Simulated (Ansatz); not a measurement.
# MoS2: a point defect seen from the nuclei (Si on a Mo site)

Wanted: the field gradients around Si on a Mo site in MoS2, cell charge 0, before and after the neighbours move. The cell is a supercell built from an entry of the Crystallography Open Database (COD). Planned: a single point, then a relaxation.

Computed with Ansatz 0.2.0 (DFT, PBE, plane-wave PAW, default files, scalar-relativistic, unless a step's input says otherwise).

### Step 1. The system as given

Symmetry: Pm, No. 6, monoclinic system. The conventional cell has a = 6.338 Å, b = 12.324 Å, c = 8.384 Å, α = 90.00°, β = 100.89°, γ = 90.00°. Si (site symmetry m) has 6 S at 2.41 Å in its first shell of neighbours. Mo (site symmetry m) has 6 S at 2.41 Å in its first shell of neighbours. Only part of the 24 independent sites is listed.

Structure file:

```cif
data_structure
_symmetry_space_group_name_H-M 'Pm'
_symmetry_Int_Tables_number 6
_cell_length_a 6.3380
_cell_length_b 12.3240
_cell_length_c 8.3844
_cell_angle_alpha 90.000
_cell_angle_beta 100.893
_cell_angle_gamma 90.000
_cell_volume 643.10
loop_
_atom_site_label
_atom_site_type_symbol
_atom_site_symmetry_multiplicity
_atom_site_Wyckoff_symbol
_atom_site_fract_x
_atom_site_fract_y
_atom_site_fract_z
_atom_site_occupancy
Si1 Si 1 b 0.22222 0.50000 0.88889 1
Mo1 Mo 1 b 0.72222 0.50000 0.88889 1
Mo2 Mo 1 b 0.88889 0.50000 0.55556 1
Mo3 Mo 1 b 0.38889 0.50000 0.55556 1
Mo4 Mo 1 b 0.55556 0.50000 0.22222 1
Mo5 Mo 1 b 0.05556 0.50000 0.22222 1
Mo6 Mo 1 a 0.94444 0.00000 0.77778 1
Mo7 Mo 1 a 0.44444 0.00000 0.77778 1
Mo8 Mo 1 a 0.61111 0.00000 0.44444 1
Mo9 Mo 1 a 0.11111 0.00000 0.44444 1
Mo10 Mo 1 a 0.27778 0.00000 0.11111 1
Mo11 Mo 1 a 0.77778 0.00000 0.11111 1
S1 S 2 c 0.22222 0.12700 0.88889 1
S2 S 2 c 0.72222 0.12700 0.88889 1
S3 S 2 c 0.88889 0.12700 0.55556 1
S4 S 2 c 0.38889 0.12700 0.55556 1
S5 S 2 c 0.55556 0.12700 0.22222 1
S6 S 2 c 0.05556 0.12700 0.22222 1
S7 S 2 c 0.94444 0.62700 0.77778 1
S8 S 2 c 0.44444 0.62700 0.77778 1
S9 S 2 c 0.61111 0.62700 0.44444 1
S10 S 2 c 0.11111 0.62700 0.44444 1
S11 S 2 c 0.27778 0.62700 0.11111 1
S12 S 2 c 0.77778 0.62700 0.11111 1
```

Atom 1 of the input is the impurity.

### Step 2. Single point at the given positions

Input file input.yaml:

```yaml
crystal:
  lattice:
    - [9.507, 0.0, 0.0]
    - [-3.169, 5.4888690092, 0.0]
    - [0.0, 0.0, 12.324]
  atoms:
    - { symbol: Si, position: [0.1111111111, 0.3333333334, 0.25] }
    - { symbol: Mo, position: [0.1111111111, 0.8333333334, 0.25] }
    - { symbol: Mo, position: [0.4444444444, 0.3333333334, 0.25] }
    - { symbol: Mo, position: [0.4444444444, 0.8333333334, 0.25] }
    - { symbol: Mo, position: [0.7777777778, 0.3333333334, 0.25] }
    - { symbol: Mo, position: [0.7777777778, 0.8333333334, 0.25] }
    - { symbol: Mo, position: [0.2222222222, 0.1666666666, 0.75] }
    - { symbol: Mo, position: [0.2222222222, 0.6666666666, 0.75] }
    - { symbol: Mo, position: [0.5555555556, 0.1666666666, 0.75] }
    - { symbol: Mo, position: [0.5555555556, 0.6666666666, 0.75] }
    - { symbol: Mo, position: [0.8888888889, 0.1666666666, 0.75] }
    - { symbol: Mo, position: [0.8888888889, 0.6666666666, 0.75] }
    - { symbol: S, position: [0.1111111111, 0.3333333334, 0.623] }
    - { symbol: S, position: [0.1111111111, 0.8333333334, 0.623] }
    - { symbol: S, position: [0.4444444444, 0.3333333334, 0.623] }
    - { symbol: S, position: [0.4444444444, 0.8333333334, 0.623] }
    - { symbol: S, position: [0.7777777778, 0.3333333334, 0.623] }
    - { symbol: S, position: [0.7777777778, 0.8333333334, 0.623] }
    - { symbol: S, position: [0.2222222222, 0.1666666666, 0.123] }
    - { symbol: S, position: [0.2222222222, 0.6666666666, 0.123] }
    - { symbol: S, position: [0.5555555556, 0.1666666666, 0.123] }
    - { symbol: S, position: [0.5555555556, 0.6666666666, 0.123] }
    - { symbol: S, position: [0.8888888889, 0.1666666666, 0.123] }
    - { symbol: S, position: [0.8888888889, 0.6666666666, 0.123] }
    - { symbol: S, position: [0.1111111111, 0.3333333334, 0.877] }
    - { symbol: S, position: [0.1111111111, 0.8333333334, 0.877] }
    - { symbol: S, position: [0.4444444444, 0.3333333334, 0.877] }
    - { symbol: S, position: [0.4444444444, 0.8333333334, 0.877] }
    - { symbol: S, position: [0.7777777778, 0.3333333334, 0.877] }
    - { symbol: S, position: [0.7777777778, 0.8333333334, 0.877] }
    - { symbol: S, position: [0.2222222222, 0.1666666666, 0.377] }
    - { symbol: S, position: [0.2222222222, 0.6666666666, 0.377] }
    - { symbol: S, position: [0.5555555556, 0.1666666666, 0.377] }
    - { symbol: S, position: [0.5555555556, 0.6666666666, 0.377] }
    - { symbol: S, position: [0.8888888889, 0.1666666666, 0.377] }
    - { symbol: S, position: [0.8888888889, 0.6666666666, 0.377] }
kpoints:
  mp_grid: { grid: [3, 4, 2] }
scf:
  occupations: { method: fermi_dirac, width: 0.01 }
hamiltonian:
  xc: pbe
  pseudopotentials: { kind: paw }
output:
  forces: true
  stress: true
  populations: true
  efg:
    quadrupole_moments_barn: { Mo: -0.022, S: -0.0694 }
    contact_densities: true
  write_density: true
  write_potential: true
  elf: true
  volumetric_format: npy
```

The run is started by

```
$ ansatz run input.yaml --threads 4 --pin off --max-ram 8192MiB --backend cpu --events-out ev --progress --plain --runs-dir out
```

Standard output:

```text
Warning: RAYON_NUM_THREADS=4 ignored (pool sized by the plan → 4); use --threads N
Mo: output.efg is read without spin–orbit coupling, which moves field gradients at and beside such atoms by some per cent and up to a factor of two; PAW files take it under magnetization.noncollinear and magnetization.spin_orbit
Engine: ansatz 0.2.0, aarch64-unknown-linux-gnu
Pseudopotentials: kind: paw
Pseudopotential: Si, paw, valence charge 4, recommended cutoff 420 eV (normal), Si.paw.azcp
Pseudopotential: Mo, paw, valence charge 14, recommended cutoff 420 eV (normal), Mo.paw.azcp
Pseudopotential: S, paw, valence charge 6, recommended cutoff 420 eV (normal), S.paw.azcp
Functional definition: PBE
  parameter kappa = 0.804
  parameter beta = 0.06672455060314922
  exchange = pbe_x(kappa = kappa, mu = beta*pi^2/3)
  correlation = pbe_c(beta = beta)
Crystal: 36 atoms, lattice volume = 643.099 Å³
Basis set: ecut = 420 eV, 12541 PW (Γ), exchange–correlation on 128×90×180 points (8 copies of the dense FFT grid, shifted against one another)
Bands: 187, of which v1, the nominal top of the filled ones, is band 151 counted from 1 (150 counted from 0)
Symmetry: 2 space group operations
Space group: Pm (ITA 6), of the structure as read, at distance tolerance 8.6e-5 Å
k-points: 14 of 24 (time reversal used)
Non-local potential: Si, projectors of the file, l = 0: 2, l = 1: 2, l = 2: 2
Non-local potential: Mo, projectors of the file, l = 0: 3, l = 1: 2, l = 2: 2, l = 3: 1
Non-local potential: S, projectors of the file, l = 0: 2, l = 1: 2, l = 2: 2
PAW form: soft (Blöchl's): semilocal exchange-correlation on the pseudo side does not see the compensation charge
PAW one-centre angular grid: Si, 110 points (default); XC on 64 Gauss nodes
PAW one-centre angular grid: Mo, 590 points (default); XC on 64 Gauss nodes
PAW one-centre angular grid: S, 110 points (default); XC on 64 Gauss nodes
Initial density: superposition of atomic densities (neutral atoms: chi_scale 0, normalization atom), corrected by the library's trained network
Initial wavefunctions: pseudopotential atomic-orbital guess
Functional: x = pbe(κ = 0.804, μ = 0.2195149727645171), c = pbe(β = 0.06672455060314922)
SCF iter   1: F=—  HF=-76828.615051 eV  |F-HF|=—  |Δ(HF+E_count)|=         —  Δρ=6.49e-3  dr2=3.34e-1  ethr=1.77e-3  ⟨swp⟩=6.0  Hψ=9895  notcnv=0  defer=11
preconditioner: auto → LDOS  [metal: Δε(μ)=0.018 eV  Ē_g=7.760 eV  σ=0.010 eV  W_gap=0.40  n_scr=158 (ndim 8)  ℏωp=21.4 eV  f_vac=0.014  D(μ)=11.93/eV (n_scr^D=62)  β→1.0]
SCF iter   2: F=—  HF=-76828.695801 eV  |F-HF|=—  |Δ(HF+E_count)|=   8.07e-2  Δρ=4.07e-3  dr2=3.92e-1  ethr=1.11e-4  ⟨swp⟩=3.0  Hψ=4602  notcnv=0  defer=390
SCF iter   3: F=—  HF=-76828.891728 eV  |F-HF|=—  |Δ(HF+E_count)|=   1.96e-1  Δρ=9.58e-3  dr2=2.45e0  ethr=1.11e-4  ⟨swp⟩=3.6  Hψ=6876  notcnv=0  defer=405  recentre
[... 16 lines left out ...]
SCF iter  20: F=—  HF=-76828.648672 eV  |F-HF|=—  |Δ(HF+E_count)|=   1.40e-8  Δρ=3.17e-6  dr2=1.43e-7  ethr=8.79e-11  ⟨swp⟩=2.0  Hψ=3302  notcnv=0  defer=399
SCF iter  21: F=—  HF=-76828.648672 eV  |F-HF|=—  |Δ(HF+E_count)|=   3.65e-9  Δρ=2.60e-6  dr2=1.05e-7  ethr=3.31e-11  ⟨swp⟩=12.6  Hψ=18007  notcnv=0
SCF iter  22: F=-76828.648672 eV  HF=-76828.648672 eV  |F-HF|=3.28e-8  |Δ(HF+E_count)|=   8.61e-9  Δρ=1.84e-6  dr2=4.02e-8  ethr=3.31e-11  ⟨swp⟩=7.4  Hψ=13936  notcnv=0
SCF 1 converged in 22 iterations: F = -76828.648672 eV  dr2 = 4.02e-8
SCF converged after 22 iterations
Free energy (F): -76828.648672 eV
Harris-Foulkes:  -76828.648672 eV  (|F-HF|=3.28e-8)
Internal energy: -76828.644950 eV  (E = F + TS)
E sigma→0 (E₀):  -76828.646811 eV
Entropy (-TS):   -0.003722 eV (-0.103 meV/atom)
Fermi energy:    10.428998 eV
--- Per-component energies (eV) ---
[... 14 lines left out ...]
--- Forces (eV/Å), atoms counted from 1 ---
  atom   1  Si     0.05933050     0.05690960     0.00000000
  atom   2  Mo     0.25555148     0.15355967     0.00000000
  atom   3  Mo     0.79727239    -0.02622188     0.00000000
  atom   4  Mo     0.49713806     0.66163570     0.00000000
  atom   5  Mo    -0.96376084     0.22412989     0.00000000
  atom   6  Mo    -0.39851766    -0.99523440     0.00000000
  atom   7  Mo    -0.00111583     0.00179200     0.00000000
  atom   8  Mo    -0.00024557    -0.00250963     0.00000000
  atom   9  Mo    -0.00834134    -0.00987049     0.00000000
  atom  10  Mo    -0.00142043     0.00636107     0.00000000
  atom  11  Mo     0.01039858     0.01218347     0.00000000
  atom  12  Mo     0.00237267    -0.00294268     0.00000000
  atom  13  S     -0.00335281    -0.00186914     0.09086613
  atom  14  S      0.01178352     0.00669955     0.04840601
  atom  15  S      0.00050843    -0.00957029     0.05150175
  atom  16  S     -0.00864403     0.00333254     0.05648447
  atom  17  S      0.00081343    -0.00132180     0.05880164
  atom  18  S     -0.00167880    -0.00000476     0.06445879
  atom  19  S     -0.34002491     0.11728878     0.67129490
  atom  20  S     -0.09942727    -0.38272215     0.64164412
  atom  21  S     -0.05380917    -0.05556709     0.20219474
  atom  22  S     -0.08747791     0.01251332     0.11710295
  atom  23  S      0.48393559     0.28166904     0.72129663
  atom  24  S     -0.02695004    -0.01033557     0.17018816
  atom  25  S     -0.00335281    -0.00186914    -0.09086613
  atom  26  S      0.01178352     0.00669955    -0.04840601
  atom  27  S      0.00050843    -0.00957029    -0.05150175
  atom  28  S     -0.00864403     0.00333254    -0.05648447
  atom  29  S      0.00081343    -0.00132180    -0.05880164
  atom  30  S     -0.00167880    -0.00000476    -0.06445879
  atom  31  S     -0.34002491     0.11728878    -0.67129490
  atom  32  S     -0.09942727    -0.38272215    -0.64164412
  atom  33  S     -0.05380917    -0.05556709    -0.20219474
  atom  34  S     -0.08747791     0.01251332    -0.11710295
  atom  35  S      0.48393559     0.28166904    -0.72129663
  atom  36  S     -0.02695004    -0.01033557    -0.17018816
  max |Σ_I F_I| component: 1.72e-5 eV/Å
--- Stress (GPa, compression-positive) ---
        2.835293      -0.135470       0.000000
       -0.135470       2.867647       0.000000
        0.000000       0.000000       0.421461
  P = ⅓ Tr σ = 2.0415 GPa (20.415 kbar)
--- PAW observables at the nuclei: V_zz in 10²¹ V/m², potentials from the cell's mean, atoms counted from 1 ---
  atom   1  Si V_zz =    -1.654337   η = 0.1250   by run symmetry: allowed
            electrostatic potential = -1360.006685 V   contact ρ = 12811.715482 e/Å³
  atom   2  Mo V_zz =   -10.229014   η = 0.3428   by run symmetry: allowed   C_q = +5.4414 MHz
            electrostatic potential = -6350.915611 V   contact ρ = 595255.177788 e/Å³
  atom   3  Mo V_zz =    -9.747650   η = 0.1574   by run symmetry: allowed   C_q = +5.1853 MHz
            electrostatic potential = -6350.816597 V   contact ρ = 595254.865650 e/Å³
  atom   4  Mo V_zz =    -8.987322   η = 0.3090   by run symmetry: allowed   C_q = +4.7809 MHz
            electrostatic potential = -6350.801687 V   contact ρ = 595255.835718 e/Å³
  atom   5  Mo V_zz =    -9.918062   η = 0.3445   by run symmetry: allowed   C_q = +5.2760 MHz
            electrostatic potential = -6350.857951 V   contact ρ = 595254.260648 e/Å³
  atom   6  Mo V_zz =    -9.468928   η = 0.3647   by run symmetry: allowed   C_q = +5.0371 MHz
            electrostatic potential = -6350.834391 V   contact ρ = 595254.909467 e/Å³
  atom   7  Mo V_zz =    -7.527039   η = 0.0040   by run symmetry: allowed   C_q = +4.0041 MHz
            electrostatic potential = -6350.759093 V   contact ρ = 595254.616582 e/Å³
  atom   8  Mo V_zz =    -7.547122   η = 0.0068   by run symmetry: allowed   C_q = +4.0147 MHz
            electrostatic potential = -6350.760082 V   contact ρ = 595254.617069 e/Å³
  atom   9  Mo V_zz =    -7.487287   η = 0.0171   by run symmetry: allowed   C_q = +3.9829 MHz
            electrostatic potential = -6350.757306 V   contact ρ = 595254.555594 e/Å³
  atom  10  Mo V_zz =    -7.378717   η = 0.0125   by run symmetry: allowed   C_q = +3.9252 MHz
            electrostatic potential = -6350.752274 V   contact ρ = 595254.540001 e/Å³
  atom  11  Mo V_zz =    -7.484473   η = 0.0146   by run symmetry: allowed   C_q = +3.9814 MHz
            electrostatic potential = -6350.753729 V   contact ρ = 595254.651211 e/Å³
  atom  12  Mo V_zz =    -7.358055   η = 0.0146   by run symmetry: allowed   C_q = +3.9142 MHz
            electrostatic potential = -6350.753612 V   contact ρ = 595254.513045 e/Å³
  atom  13  S  V_zz =    -5.333398   η = 0.0023   by run symmetry: allowed   C_q = +8.9499 MHz
            electrostatic potential = -1636.338301 V   contact ρ = 19771.621060 e/Å³
  atom  14  S  V_zz =    -5.140800   η = 0.0103   by run symmetry: allowed   C_q = +8.6267 MHz
            electrostatic potential = -1636.316980 V   contact ρ = 19771.499278 e/Å³
  atom  15  S  V_zz =    -5.086765   η = 0.0059   by run symmetry: allowed   C_q = +8.5360 MHz
            electrostatic potential = -1636.310830 V   contact ρ = 19771.470936 e/Å³
  atom  16  S  V_zz =    -5.096419   η = 0.0069   by run symmetry: allowed   C_q = +8.5522 MHz
            electrostatic potential = -1636.312396 V   contact ρ = 19771.487924 e/Å³
  atom  17  S  V_zz =    -5.113825   η = 0.0039   by run symmetry: allowed   C_q = +8.5814 MHz
            electrostatic potential = -1636.312159 V   contact ρ = 19771.464019 e/Å³
  atom  18  S  V_zz =    -5.109333   η = 0.0031   by run symmetry: allowed   C_q = +8.5739 MHz
            electrostatic potential = -1636.312160 V   contact ρ = 19771.472470 e/Å³
  atom  19  S  V_zz =    -3.510363   η = 0.1449   by run symmetry: allowed   C_q = +5.8907 MHz
            electrostatic potential = -1636.591101 V   contact ρ = 19772.115542 e/Å³
  atom  20  S  V_zz =    -3.367805   η = 0.1846   by run symmetry: allowed   C_q = +5.6515 MHz
            electrostatic potential = -1636.606171 V   contact ρ = 19772.080213 e/Å³
  atom  21  S  V_zz =    -4.214985   η = 0.1957   by run symmetry: allowed   C_q = +7.0731 MHz
            electrostatic potential = -1636.338625 V   contact ρ = 19771.617439 e/Å³
  atom  22  S  V_zz =    -5.272272   η = 0.0853   by run symmetry: allowed   C_q = +8.8473 MHz
            electrostatic potential = -1636.321927 V   contact ρ = 19771.573195 e/Å³
  atom  23  S  V_zz =    -3.774615   η = 0.2292   by run symmetry: allowed   C_q = +6.3341 MHz
            electrostatic potential = -1636.524095 V   contact ρ = 19772.146940 e/Å³
  atom  24  S  V_zz =    -5.662752   η = 0.0139   by run symmetry: allowed   C_q = +9.5026 MHz
            electrostatic potential = -1636.290246 V   contact ρ = 19771.587109 e/Å³
  atom  25  S  V_zz =    -5.333398   η = 0.0023   by run symmetry: allowed   C_q = +8.9499 MHz
            electrostatic potential = -1636.338301 V   contact ρ = 19771.621060 e/Å³
  atom  26  S  V_zz =    -5.140800   η = 0.0103   by run symmetry: allowed   C_q = +8.6267 MHz
            electrostatic potential = -1636.316980 V   contact ρ = 19771.499278 e/Å³
  atom  27  S  V_zz =    -5.086765   η = 0.0059   by run symmetry: allowed   C_q = +8.5360 MHz
            electrostatic potential = -1636.310830 V   contact ρ = 19771.470936 e/Å³
  atom  28  S  V_zz =    -5.096419   η = 0.0069   by run symmetry: allowed   C_q = +8.5522 MHz
            electrostatic potential = -1636.312396 V   contact ρ = 19771.487924 e/Å³
  atom  29  S  V_zz =    -5.113825   η = 0.0039   by run symmetry: allowed   C_q = +8.5814 MHz
            electrostatic potential = -1636.312159 V   contact ρ = 19771.464019 e/Å³
  atom  30  S  V_zz =    -5.109333   η = 0.0031   by run symmetry: allowed   C_q = +8.5739 MHz
            electrostatic potential = -1636.312160 V   contact ρ = 19771.472470 e/Å³
  atom  31  S  V_zz =    -3.510363   η = 0.1449   by run symmetry: allowed   C_q = +5.8907 MHz
            electrostatic potential = -1636.591101 V   contact ρ = 19772.115542 e/Å³
  atom  32  S  V_zz =    -3.367805   η = 0.1846   by run symmetry: allowed   C_q = +5.6515 MHz
            electrostatic potential = -1636.606171 V   contact ρ = 19772.080213 e/Å³
  atom  33  S  V_zz =    -4.214985   η = 0.1957   by run symmetry: allowed   C_q = +7.0731 MHz
            electrostatic potential = -1636.338625 V   contact ρ = 19771.617439 e/Å³
  atom  34  S  V_zz =    -5.272272   η = 0.0853   by run symmetry: allowed   C_q = +8.8473 MHz
            electrostatic potential = -1636.321927 V   contact ρ = 19771.573195 e/Å³
  atom  35  S  V_zz =    -3.774615   η = 0.2292   by run symmetry: allowed   C_q = +6.3341 MHz
            electrostatic potential = -1636.524095 V   contact ρ = 19772.146940 e/Å³
  atom  36  S  V_zz =    -5.662752   η = 0.0139   by run symmetry: allowed   C_q = +9.5026 MHz
            electrostatic potential = -1636.290246 V   contact ρ = 19771.587109 e/Å³
--- Band table (eV; the first three rows and the last of 14) ---
[... 4 lines left out ...]
--- Löwdin populations: 36 sites ---
  site symbol       q [e]
[... 36 lines left out ...]
  spilling = 0.008210 (of n_electrons = 302.000000)
```

It took 2 min on 4 threads of Arm Neoverse V2, shared host; peak memory 3 GiB.

At the end: no gap over 0.1 eV on the mesh, largest force 1.072 eV/Å, pressure 2.0 GPa.

Like atoms gathered into sites: 11 of 24, those nearest the defect, the farthest of each element and the two largest gradients.

```csv
site,atoms,distance from the defect (Å),V_zz (10²¹ V/m²),η,C_Q (MHz)
Si,1,0.00,-1.65,0.12,–
S23,"23, 35",2.41,-3.77,0.23,6.33 (³³S)
S20,"20, 32",2.41,-3.37,0.18,5.65 (³³S)
S19,"19, 31",2.41,-3.51,0.14,5.89 (³³S)
Mo3,3,3.17,-9.75,0.16,5.19 (⁹⁵Mo)
Mo5,5,3.17,-9.92,0.34,5.28 (⁹⁵Mo)
Mo4,4,3.17,-8.99,0.31,4.78 (⁹⁵Mo)
Mo6,6,3.17,-9.47,0.36,5.04 (⁹⁵Mo)
Mo2,2,3.17,-10.23,0.34,5.44 (⁹⁵Mo)
S14,"14, 26",5.58,-5.14,0.01,8.63 (³³S)
Mo9,9,7.84,-7.49,0.02,3.98 (⁹⁵Mo)
```

V_zz is the principal component of the electric field gradient with the largest magnitude, η = (V_xx − V_yy)/V_zz and C_Q = eQV_zz/h. Nuclear quadrupole moments: year-2017 set (Pyykkö). A dash under C_Q marks elements without a common quadrupolar isotope.

Direction of the V_zz axis (Cartesian unit vector):

```csv
site,atom,x,y,z
Si,1,0.00,0.00,1.00
Mo2,2,0.00,0.00,1.00
Mo3,3,0.00,0.00,1.00
Mo4,4,0.00,0.00,1.00
Mo5,5,0.00,0.00,1.00
Mo6,6,0.00,0.00,1.00
Mo7,7,0.00,0.00,1.00
Mo8,8,0.00,0.00,1.00
Mo9,9,0.00,0.00,1.00
Mo10,10,0.00,0.00,1.00
```

Density in a lattice plane of the grid's cell (edges 9.51 and 12.32 Å, at 0.333 of the third edge), which holds Si and Mo and S.

Values in e/Å³, 12 rows by 10 columns:
```
0.26 1.18 0.50 0.12 1.06 0.96 0.10 0.65 1.16 0.20
0.42 1.05 0.64 0.26 1.06 1.01 0.24 0.77 1.07 0.35
0.49 0.25 0.39 0.84 0.26 0.27 0.97 0.32 0.25 0.67
0.42 1.05 0.64 0.26 1.06 1.01 0.24 0.77 1.07 0.35
0.26 1.18 0.50 0.12 1.06 0.96 0.10 0.65 1.16 0.20
0.04 0.08 0.05 0.04 0.07 0.06 0.04 0.05 0.08 0.04
0.26 0.06 0.20 0.37 0.10 0.12 0.39 0.16 0.08 0.32
0.39 0.28 0.36 0.47 0.47 0.44 0.48 0.40 0.58 0.45
0.27 0.08 0.32 0.24 5.50 4.54 0.24 2.33 6.39 0.36
0.39 0.28 0.36 0.47 0.47 0.44 0.48 0.40 0.58 0.45
0.26 0.06 0.20 0.37 0.10 0.12 0.39 0.16 0.08 0.32
0.04 0.08 0.05 0.04 0.07 0.06 0.04 0.05 0.08 0.04
```
Columns run along the first of these edges and rows up along the second, over one cell in 10 and 12 even steps from the bottom left corner. Atoms in the plane (fractional): Si at (0.11, 0.25), Mo at (0.44, 0.25), Mo at (0.78, 0.25), S at (0.11, 0.62), S at (0.44, 0.62), S at (0.78, 0.62), S at (0.11, 0.88), S at (0.44, 0.88), S at (0.78, 0.88).

ELF in the same plane.

Ten even steps from ' ' (0.02) to '@' (0.95):
```
==@@@@@@==  ==@@@@@@==  ==@@@@@@==  
##%%--%%##..##%%--%%##..##%%--%%##..
####::##**..####::##**..####::##**..
::******::..::******::..::******::..
::......::==::......::==::......::==
::******::..::******::..::******::..
####::##**..####::##**..####::##**..
##%%--%%##..##%%--%%##..##%%--%%##..
==@@@@@@==  ==@@@@@@==  ==@@@@@@==  
  ..--..      ..--..      ..--..    
==      ==##==      ==**==      ==##
##::  ::##%%##::  ::##%%##::  ::##%%
##==::==**####::..::**####::..::####
++**--**++==::==##==::==::==##==::==
==--==--==::::##--##::::::##--##::::
++**--**++==::==##==::==::==##==::==
##==::==**####::..::**####::..::####
##::  ::##%%##::  ::##%%##::  ::##%%
==      ==##==      ==**==      ==##
  ..--..      ..--..      ..--..    
```
Columns run along the first of these edges and rows up along the second, over one cell in 18 and 20 even steps from the bottom left corner. Atoms in the plane (fractional): Si at (0.11, 0.25), Mo at (0.44, 0.25), Mo at (0.78, 0.25), S at (0.11, 0.62), S at (0.44, 0.62), S at (0.78, 0.62), S at (0.11, 0.88), S at (0.44, 0.88), S at (0.78, 0.88).

Both are smooth fields of the valence electrons: close to the nuclei they are not physical.

Outside the cores ELF peaks at 0.95 beside S, off the lines to its neighbours, 0.9 Å from S; 0.87 on the S–Mo line, 0.8 Å from S; 0.86 on the S–Si line, 0.8 Å from S.

(Part 1 of 2 ends here.)
